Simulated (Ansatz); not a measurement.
# C2H5N2OSb: the cost of one run

Program: Ansatz 0.2.0. Level of theory: RKS B3LYP/def2-SVP. These are calculated values, not measurements.

### 1 The system as given

Bond lengths: N1–C2 1.449 Å, C2–Sb3 2.134 Å, C2–N4 1.260 Å, N4–C5 1.427 Å, C5–O6 1.273 Å, N1–H7 0.995 Å, N1–H8 1.068 Å, Sb3–H9 1.779 Å, Sb3–H10 1.768 Å, C5–H11 1.088 Å. Angles: N1–C2–Sb3 114.0°, N1–C2–N4 122.3°, Sb3–C2–N4 123.6°, C2–N1–H7 122.6°, C2–N1–H8 115.6°, H7–N1–H8 121.7°, C2–Sb3–H9 95.7°, C2–Sb3–H10 95.0°, H9–Sb3–H10 94.5°, C2–N4–C5 132.8°, N4–C5–O6 121.1°, N4–C5–H11 122.8°, O6–C5–H11 116.1°.

Coordinates:

```xyz
11

N     0.1482   -1.5399   -1.5000
C     0.0501   -0.5118   -0.4837
Sb    1.5033   -0.6834    1.0692
N    -0.7866    0.4278   -0.5545
C    -1.1145    1.5010    0.3265
O    -0.4293    1.7222    1.3765
H     0.8470   -2.2475   -1.4818
H    -0.5456   -1.4575   -2.3076
H     0.3545   -0.4709    2.4113
H     1.9788    1.0185    1.0228
H    -1.9405    2.1844    0.1418
```

### 2 End point A

input.yaml reads:

```yaml
crystal:
  periodic: [false, false, false]
  atoms:
    - { symbol: "N", position_ang: [0.1482, -1.5399, -1.5] }
    - { symbol: C, position_ang: [0.0501, -0.5118, -0.4837] }
    - { symbol: Sb, position_ang: [1.5033, -0.6834, 1.0692] }
    - { symbol: "N", position_ang: [-0.7866, 0.4278, -0.5545] }
    - { symbol: C, position_ang: [-1.1145, 1.501, 0.3265] }
    - { symbol: O, position_ang: [-0.4293, 1.7222, 1.3765] }
    - { symbol: H, position_ang: [0.847, -2.2475, -1.4818] }
    - { symbol: H, position_ang: [-0.5456, -1.4575, -2.3076] }
    - { symbol: H, position_ang: [0.3545, -0.4709, 2.4113] }
    - { symbol: H, position_ang: [1.9788, 1.0185, 1.0228] }
    - { symbol: H, position_ang: [-1.9405, 2.1844, 0.1418] }
basis:
  gaussian: { orbitals: def2-SVP }
hamiltonian:
  xc: b3lyp
relax:
  f_tol: 0.015
  max_steps: 40
output:
  orbitals: {}
```

Run with:

```
$ ansatz run input.yaml --threads 2 --pin off --max-ram 3072MiB --backend cpu --events-out ev --progress --plain --runs-dir out
```

Q: Estimate wall time and peak memory on 2 threads of AMD EPYC 7R43 (Zen 3), shared host.

About 81 s, with a peak of 0.34 GiB.
